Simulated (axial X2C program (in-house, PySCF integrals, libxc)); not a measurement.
**CuN: properties at the nuclei**

Wanted for CuN: properties at the nuclei, at the two-component level.

The runs use an in-house X2C program for linear molecules on PySCF integrals; two-component X2C with atomic mean-field terms, Cu dyall-acv3z, N dyall-av3z.

All values are calculated.

## (1) Input

task.json

```json
{
 "zs": [
  29,
  7
 ],
 "q": 0,
 "bas": [
  "dyall-acv3z",
  "dyall-av3z"
 ],
 "r0": 1.75,
 "levels": [
  "PBE0",
  "HF",
  "B3LYP"
 ],
 "nst": 1,
 "ff": 1,
 "thr": -3.5,
 "nmax": 130,
 "opt": {
  "ecut": 60
 }
}
```

Keys: zs atomic numbers; q charge; bas basis sets; r0 starting distance in Å; levels methods (HF also brings MP2); nst determinants followed; ff finite-field run; thr threshold in hartree for freezing inner shells (an s shell follows its p shell); nmax most natural virtual spinors; ecut virtual cutoff in hartree.

On the command line:

```
python soeom.py task.json out
```

The runs that follow: Expectation values, lowest determinant; Finite-field coupled cluster.

Before running it: what results should come out? Wanted: lowest determinant; Eeff magnitude; Ws magnitude Cu; A∥/gI Cu; qzz Cu (for each run or level that gives them).

As calculated:

| quantity | value |
| --- | --- |
| lowest determinant | Ω = 1 (excess of +ω over −ω: ω = -1/2, ω = 3/2) |
| Eeff magnitude (GV/cm), PBE0 | 0.398 |
| Ws magnitude Cu (kHz), PBE0 | 0.114 |
| A∥/gI Cu (MHz), PBE0 | -434 |
| qzz Cu (a.u.), PBE0 | 0.61 |
| Eeff magnitude (GV/cm), CCSD(T) | 0.34 |
| Ws magnitude Cu (kHz), CCSD(T) | 0.0977 |
| A∥/gI Cu (MHz), CCSD(T) | -305 |
| qzz Cu (a.u.), CCSD(T) | 0.10 |

**Reading.** In the first state, the effective field runs from 0.321 to 0.423 GV/cm over the mean-field levels. The expectation values come from single determinants, which for open shells can mix terms of unlike spin or miss the lowest Ω, so a determinant need not be a state. Eeff is the effective electric field on the electron dipole moment in this Ω state and Ws the scalar–pseudoscalar constant (defined with the proton number Z and per Ω); A∥ is the parallel hyperfine constant, which follows by multiplying with the nuclear g factor gI = μI/(I μN); qzz is the electric field gradient, eQq0 = 234.96 MHz × Q/barn × qzz; μ is positive if N is the positive end. The operators were transformed with the bare-nucleus X2C matrices. Correlation of the inner shells is missing, which matters for properties at the nucleus.
